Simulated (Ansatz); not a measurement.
# InAg3 (Cmmm) in Ansatz: further runs

One crystal, InAg3, is run at these levels: PBEsol; tasks: single point.

Everything below comes from runs of Ansatz 0.2.0. Logs are shortened: lines on timing, memory, paths and dates and some standing lists are left out, and cuts for length are marked.

**1. The structure**

Symmetry: Cmmm, No. 65, orthorhombic system. The conventional cell has a = 3.104 Å, b = 5.192 Å, c = 9.860 Å, α = 90.00°, β = 90.00°, γ = 90.00°. In (site symmetry mmm) is surrounded by 4 Ag at 2.97 Å and 6 In at 3.02 to 3.10 Å. Ag (site symmetry mm2) is surrounded by 8 Ag at 2.85 to 3.10 Å and 2 In at 2.97 Å. Around Ag (site symmetry mmm) lie 10 Ag at 2.85 to 3.10 Å.

The cell comes from a database or a generator and needn't be the stable form of this composition.

**2. Single point, PBEsol, 18.67 Å³/atom (volume scaled by 0.94)**

File input.yaml:

```yaml
crystal:
  lattice:
    - [1.5202236005, -2.5431534557, 0.0]
    - [1.5202236005, 2.5431534557, 0.0]
    - [0.0, 0.0, 9.658673971]
  atoms:
    - { symbol: In, position: [0.0, 0.0, 0.0] }
    - { symbol: Ag, position: [0.5, 0.5, 0.257129] }
    - { symbol: Ag, position: [0.0, 0.0, 0.5] }
    - { symbol: Ag, position: [0.5, 0.5, 0.742871] }
kpoints:
  mp_grid: { grid: [10, 10, 3] }
scf:
  occupations: { method: fermi_dirac, width: 0.05 }
hamiltonian:
  xc: pbesol
  pseudopotentials: { kind: all_electron, lapw: { basis_error: 0.001 } }
output:
  forces: true
  stress: true
  eigenvalues: true
```

Potentials or basis: all-electron LAPW, scalar-relativistic.

Command:

```bash
ansatz run input.yaml --threads 2 --pin off --max-ram 8192MiB --backend cpu --events-out ev --progress --plain --runs-dir out
```

What it wrote:

```text
Warning: RAYON_NUM_THREADS=2 ignored (pool sized by the plan → 2); use --threads N
LAPW: plane waves up to 8.249 Å⁻¹, error target 1.0e-3 eV per atom; small_component_spin mean_spin; Ag in spheres of 1.398 Å, 19 of its electrons in bands, Dirac shells []; In in spheres of 1.399 Å, 21 of its electrons in bands, Dirac shells [] (how accurate: hamiltonian.pseudopotentials.lapw.basis_error, Limitations)
Engine: ansatz 0.2.0, aarch64-unknown-linux-gnu
Pseudopotentials: kind: all_electron
Pseudopotential: In, LAPW, valence charge 21, lapw/all_electron/scalar/gaussian/In, Koelling and Harmon's equation, gaussian nucleus
Pseudopotential: Ag, LAPW, valence charge 19, lapw/all_electron/scalar/gaussian/Ag, Koelling and Harmon's equation, gaussian nucleus
Functional definition: PBEsol
  exchange = pbesol_x
  correlation = pbesol_c
Crystal: 4 atoms, lattice volume = 74.684 Å³
Basis set: ecut = 259.2525869647046 eV, 689 PW (Γ), exchange–correlation at level 2
Bands: 47, of which v1, the nominal top of the filled ones, is band 39 counted from 1 (38 counted from 0)
Symmetry: 8 space group operations
Space group: Cmmm (ITA 65), of the structure as read, at distance tolerance 4.2e-5 Å
k-points: 62 of 300
Non-local potential: In, projectors of the file, none
Non-local potential: Ag, projectors of the file, none
Initial density: superposition of atomic densities (chi_scale 0.1, normalization cell, long waves kept (reshape's long-wave potential 0.60 eV rms))
Initial wavefunctions: plane waves of lowest kinetic energy (no species holds an atomic orbital)
Functional: x = pbesol(κ = 0.804, μ = 0.12345679012345678), c = pbesol(β = 0.046)
iter 1 solved again at ethr=8.84e-4 eV; its pass at ethr=1.00e-1 eV (dr2=6.89e-1 eV) is discarded
SCF iter   1: F=—  HF=-593738.306811 eV  |F-HF|=—  |Δ(HF+E_count)|=         —  Δρ=2.51e-2  dr2=6.91e-1  ethr=8.84e-4  ⟨swp⟩=2.1  Hψ=20410  notcnv=0
preconditioner: auto → Kerker (q_TF=auto, 2.748 Å⁻¹)  [metal: Δε(μ)=0.118 eV  Ē_g=11.982 eV  σ=0.050 eV  W_gap=0.42  n_scr=34 (ndim 8)  ℏωp=29.1 eV  f_vac=0.000  D(μ)=0.98/eV (n_scr^D=4)]
SCF iter   2: F=—  HF=-593737.546785 eV  |F-HF|=—  |Δ(HF+E_count)|=   7.60e-1  Δρ=5.90e-3  dr2=7.01e-2  ethr=8.84e-4  ⟨swp⟩=3.0  Hψ=9190  notcnv=0
SCF iter   3: F=—  HF=-593737.319367 eV  |F-HF|=—  |Δ(HF+E_count)|=   2.27e-1  Δρ=7.37e-3  dr2=4.02e-2  ethr=8.99e-5  ⟨swp⟩=3.0  Hψ=9148  notcnv=0
SCF iter   4: F=—  HF=-593737.308325 eV  |F-HF|=—  |Δ(HF+E_count)|=   1.10e-2  Δρ=3.34e-3  dr2=9.96e-3  ethr=5.16e-5  ⟨swp⟩=2.0  Hψ=8292  notcnv=0
SCF iter   5: F=—  HF=-593737.308372 eV  |F-HF|=—  |Δ(HF+E_count)|=   4.67e-5  Δρ=1.69e-3  dr2=2.84e-3  ethr=1.28e-5  ⟨swp⟩=2.0  Hψ=8288  notcnv=0
SCF iter   6: F=—  HF=-593737.308363 eV  |F-HF|=—  |Δ(HF+E_count)|=   8.44e-6  Δρ=6.30e-4  dr2=4.90e-4  ethr=3.64e-6  ⟨swp⟩=2.0  Hψ=8287  notcnv=0
SCF iter   7: F=—  HF=-593737.308262 eV  |F-HF|=—  |Δ(HF+E_count)|=   1.02e-4  Δρ=2.97e-4  dr2=5.08e-5  ethr=6.28e-7  ⟨swp⟩=2.0  Hψ=8288  notcnv=0
SCF iter   8: F=—  HF=-593737.308264 eV  |F-HF|=—  |Δ(HF+E_count)|=   2.15e-6  Δρ=1.07e-4  dr2=1.52e-5  ethr=6.51e-8  ⟨swp⟩=2.0  Hψ=8288  notcnv=0
iter 9 solved again at ethr=1.77e-9 eV; its pass at ethr=1.95e-8 eV (dr2=1.38e-6 eV) is discarded
SCF iter   9: F=—  HF=-593737.308263 eV  |F-HF|=—  |Δ(HF+E_count)|=   1.11e-6  Δρ=2.25e-5  dr2=1.38e-6  ethr=1.77e-9  ⟨swp⟩=2.0  Hψ=14259  notcnv=0
SCF iter  10: F=—  HF=-593737.308262 eV  |F-HF|=—  |Δ(HF+E_count)|=   1.53e-7  Δρ=6.55e-6  dr2=1.62e-7  ethr=1.77e-9  ⟨swp⟩=2.0  Hψ=8288  notcnv=0
SCF iter  11: F=-593737.308262 eV  HF=-593737.308262 eV  |F-HF|=1.08e-7  |Δ(HF+E_count)|=   3.84e-9  Δρ=2.91e-6  dr2=4.16e-8  ethr=2.07e-10  ⟨swp⟩=2.0  Hψ=8288  notcnv=0
SCF 1 converged in 11 iterations: F = -593737.308262 eV  dr2 = 4.16e-8
SCF converged after 11 iterations
Free energy (F): -593737.308262 eV
Harris-Foulkes:  -593737.308262 eV  (|F-HF|=1.08e-7)
Internal energy: -593737.300180 eV  (E = F + TS)
E sigma→0 (E₀):  -593737.304221 eV
Entropy (-TS):   -0.008082 eV (-2.020 meV/atom)
Fermi energy:    17.575899 eV
--- Per-component energies (eV) ---
  E_band       = -1155.175936
  E_kinetic    = 621388.520249
  E_xc         = -16271.686308
  E_electrostatic = -1198854.134121  (all electrons and nuclei)
  E_smearing   = -0.008082  (= −TS)
  E_closure    = 0.000000  (closes the sum)
  E_atoms      = -593724.723899  (free atoms, spherical and without spin; not in F)
  Σ components = -593737.308262   (vs F -593737.308262, Δ=0.00e0)
  Basis errors (estimates in eV, not in F): energy 3.0e-4 per atom: plane waves 2.6e-4 (1.4e-4 summed), levels above the bands 1.4e-63, relativity 2.0e-8, radial functions 3.9e-5, core shells 1.2e-6; eigenvalues (radial functions only) 2.2e-6; not estimated: angular momenta, meshes, grids; target (lapw.basis_error) 1.0e-3; muffin-tin radii Ag 1.398 Å, In 1.399 Å
--- Forces (eV/Å), atoms counted from 1 ---
  atom   1  In    -0.00000000     0.00000000     0.00000000
  atom   2  Ag     0.00000000     0.00000000     0.04605893
  atom   3  Ag     0.00000000     0.00000000     0.00000000
  atom   4  Ag     0.00000000     0.00000000    -0.04605893
  max |Σ_I F_I| component: 0.00e0 eV/Å
--- Stress (GPa, compression-positive) ---
       -0.315492       0.000000       0.000000
        0.000000      -2.149223       0.000000
        0.000000       0.000000      -1.607949
  P = ⅓ Tr σ = -1.3576 GPa (-13.576 kbar)
--- Band table (eV; the first three rows and the last of 62) ---
  k-point 0: bands = ["-98.0411", "-74.3814", "-74.3813", "-74.0343", "-56.5831", "-56.5586", "-56.5231", "-37.9371", "-37.9272", "-37.8331", "-37.8319", "-37.7935", "-37.7935", "-37.5452", "-37.4994", "-37.4661", "2.3602", "2.4433", "2.5773", "2.9534", "3.0003", "7.6079", "11.0632", "11.1233", "11.6033", "12.4848", "12.6398", "12.7963", "12.9021", "13.0602", "13.1324", "13.3292", "13.3826", "13.5939", "13.6177", "13.7642", "13.8323", "14.2805", "14.6820", "16.1720", "18.8526", "26.4424", "26.8023", "29.8076", "29.9122", "30.8986", "32.7049"]
  k-point 1: bands = ["-98.0411", "-74.3814", "-74.3813", "-74.0343", "-56.5831", "-56.5586", "-56.5231", "-37.9372", "-37.9271", "-37.8331", "-37.8319", "-37.7935", "-37.7935", "-37.5452", "-37.4994", "-37.4661", "2.3602", "2.4433", "2.5773", "2.9534", "3.0003", "7.6293", "10.4854", "11.5517", "11.6843", "12.4934", "12.7949", "12.9039", "13.0400", "13.0977", "13.1689", "13.3288", "13.4650", "13.6112", "13.6551", "13.7592", "13.8385", "14.2793", "14.6635", "14.9332", "20.3905", "23.6288", "29.7472", "29.8402", "30.0077", "30.9556", "32.1716"]
  k-point 2: bands = ["-98.0409", "-74.3808", "-74.3807", "-74.0337", "-56.5846", "-56.5604", "-56.5228", "-37.9354", "-37.9268", "-37.8389", "-37.8384", "-37.7973", "-37.7972", "-37.5447", "-37.5050", "-37.4698", "2.3819", "2.4664", "2.6209", "2.9118", "2.9849", "7.8254", "11.2706", "11.3662", "11.7541", "12.4220", "12.6102", "12.7805", "12.8609", "13.1705", "13.2169", "13.2807", "13.3669", "13.5905", "13.6534", "13.7867", "13.8870", "14.2302", "14.3347", "16.8898", "18.9754", "26.6126", "26.9366", "27.5240", "29.2641", "30.3835", "31.4266"]
  k-point 61: bands = ["-98.0387", "-74.3736", "-74.3734", "-74.0265", "-56.6147", "-56.5678", "-56.5199", "-37.9250", "-37.9165", "-37.8839", "-37.8835", "-37.8585", "-37.8572", "-37.5561", "-37.5361", "-37.5247", "2.1720", "2.5259", "2.8413", "2.9626", "3.1973", "11.5190", "11.6471", "11.7209", "11.7826", "12.2736", "12.6692", "12.8631", "13.1620", "13.3581", "13.3862", "14.2637", "14.4492", "14.4591", "14.4778", "14.8205", "15.1297", "15.6858", "17.4481", "19.1253", "19.9401", "20.2004", "21.2266", "21.7223", "24.1877", "26.8519", "27.3472"]
```

Run time: 29 s. Hardware: 2 threads of Arm Neoverse V2, shared host; peak memory 0.68 GiB.

What came out:

* Free energy: -593737.3083 eV
* Pressure: -1.4 GPa
* Largest force: 0.046 eV/Å
* Band gap on the k mesh: none (metal or under the smearing width)

**3. Single point, PBEsol, 19.07 Å³/atom (volume scaled by 0.96)**

Edit input.yaml of step 2 so:

```diff
@@ -2,5 +2,5 @@
   lattice:
-    - [1.5202236005, -2.5431534557, 0.0]
-    - [1.5202236005, 2.5431534557, 0.0]
-    - [0.0, 0.0, 9.658673971]
+    - [1.5309297532, -2.5610635772, 0.0]
+    - [1.5309297532, 2.5610635772, 0.0]
+    - [0.0, 0.0, 9.7266950429]
   atoms:
```

Potentials or basis: all-electron LAPW, scalar-relativistic.

Command:

```bash
ansatz run input.yaml --threads 2 --pin off --max-ram 8192MiB --backend cpu --events-out ev --progress --plain --runs-dir out
```

Run time: 31 s. Hardware: 2 threads of Arm Neoverse V2, shared host; peak memory 0.67 GiB.

Results (log left out):

```
Free energy            : -593737.2862 eV
Pressure               : -3.0 GPa
Largest force          : 0.066 eV/Å
Band gap on the k mesh : none (metal or under the smearing width)
```

**4. Single point, PBEsol, 19.47 Å³/atom (volume scaled by 0.98)**

Edit input.yaml of step 3 so:

```diff
@@ -2,5 +2,5 @@
   lattice:
-    - [1.5309297532, -2.5610635772, 0.0]
-    - [1.5309297532, 2.5610635772, 0.0]
-    - [0.0, 0.0, 9.7266950429]
+    - [1.5414882231, -2.5787266428, 0.0]
+    - [1.5414882231, 2.5787266428, 0.0]
+    - [0.0, 0.0, 9.7937778182]
   atoms:
```

Command:

```bash
ansatz run input.yaml --threads 2 --pin off --max-ram 8192MiB --backend cpu --events-out ev --progress --plain --runs-dir out
```

It took 31 s on 2 threads of Arm Neoverse V2, shared host; peak memory 0.66 GiB.

It converged, with:

- Free energy: -593737.2486 eV
- Pressure: -4.5 GPa
- Largest force: 0.084 eV/Å
- Band gap on the k mesh: none (metal or under the smearing width)

**5. Single point, PBEsol, 19.86 Å³/atom**

Edit input.yaml of step 4 so:

```diff
@@ -2,5 +2,5 @@
   lattice:
-    - [1.5414882231, -2.5787266428, 0.0]
-    - [1.5414882231, 2.5787266428, 0.0]
-    - [0.0, 0.0, 9.7937778182]
+    - [1.551904, -2.596151, 0.0]
+    - [1.551904, 2.596151, 0.0]
+    - [0.0, 0.0, 9.859954]
   atoms:
```

Command:

```bash
ansatz run input.yaml --threads 2 --pin off --max-ram 8192MiB --backend cpu --events-out ev --progress --plain --runs-dir out
```

Wall time 31 s (2 threads of Arm Neoverse V2, shared host); peak memory 0.66 GiB.

It converged, with:

```yaml
Free_energy: -593737.1977 eV
Pressure: -5.7 GPa
Largest_force: 0.100 eV/Å
Band_gap_on_the_k_mesh: none (metal or under the smearing width)
```

**6. Single point, PBEsol, 20.26 Å³/atom (volume scaled by 1.02)**

Edit input.yaml of step 5 so:

```diff
@@ -2,5 +2,5 @@
   lattice:
-    - [1.551904, -2.596151, 0.0]
-    - [1.551904, 2.596151, 0.0]
-    - [0.0, 0.0, 9.859954]
+    - [1.5621818095, -2.613344554, 0.0]
+    - [1.5621818095, 2.613344554, 0.0]
+    - [0.0, 0.0, 9.9252536116]
   atoms:
```

Potentials or basis: all-electron LAPW, scalar-relativistic.

Command:

```bash
ansatz run input.yaml --threads 2 --pin off --max-ram 8192MiB --backend cpu --events-out ev --progress --plain --runs-dir out
```

It took 29 s on 2 threads of Arm Neoverse V2, shared host; peak memory 0.65 GiB.

Results (log left out):

```yaml
Free_energy: -593737.1352 eV
Pressure: -6.8 GPa
Largest_force: 0.114 eV/Å
Band_gap_on_the_k_mesh: none (metal or under the smearing width)
```

**7. Single point, PBEsol, 20.66 Å³/atom (volume scaled by 1.04)**

Edit input.yaml of step 6 so:

```diff
@@ -2,5 +2,5 @@
   lattice:
-    - [1.5621818095, -2.613344554, 0.0]
-    - [1.5621818095, 2.613344554, 0.0]
-    - [0.0, 0.0, 9.9252536116]
+    - [1.5723261314, -2.6303147994, 0.0]
+    - [1.5723261314, 2.6303147994, 0.0]
+    - [0.0, 0.0, 9.9897051163]
   atoms:
```

Command:

```bash
ansatz run input.yaml --threads 2 --pin off --max-ram 8192MiB --backend cpu --events-out ev --progress --plain --runs-dir out
```

Run time: 29 s. Hardware: 2 threads of Arm Neoverse V2, shared host; peak memory 0.66 GiB.

Results (log left out):

```
Free energy            : -593737.0628 eV
Pressure               : -7.8 GPa
Largest force          : 0.128 eV/Å
Band gap on the k mesh : none (metal or under the smearing width)
```

**8. Single point, PBEsol, 21.05 Å³/atom (volume scaled by 1.06)**

Edit input.yaml of step 7 so:

```diff
@@ -2,5 +2,5 @@
   lattice:
-    - [1.5723261314, -2.6303147994, 0.0]
-    - [1.5723261314, 2.6303147994, 0.0]
-    - [0.0, 0.0, 9.9897051163]
+    - [1.5823412176, -2.6470688485, 0.0]
+    - [1.5823412176, 2.6470688485, 0.0]
+    - [0.0, 0.0, 10.0533355269]
   atoms:
```

Command:

```bash
ansatz run input.yaml --threads 2 --pin off --max-ram 8192MiB --backend cpu --events-out ev --progress --plain --runs-dir out
```

It took 29 s on 2 threads of Arm Neoverse V2, shared host; peak memory 0.66 GiB.

It converged, with:

| Item | Value |
| --- | --- |
| Free energy | -593736.9818 eV |
| Pressure | -8.6 GPa |
| Largest force | 0.141 eV/Å |
| Band gap on the k mesh | none (metal or under the smearing width) |

**9. The reference run**

An earlier run on the cell as given: functional PBEsol; potentials or basis all-electron LAPW, scalar-relativistic; cutoff 247 eV (chosen from the basis error); basis error allowed 0.001 eV/atom; k mesh 10 × 10 × 3; occupations fermi-dirac, width 0.05 eV; no spin polarisation.

- Pressure: -5.7 GPa
- Largest force: 0.100 eV/Å
- Band gap on the k mesh: none (metal or under the smearing width)
- Loewdin charges: In -0.42; Ag +0.31, +0.13 e
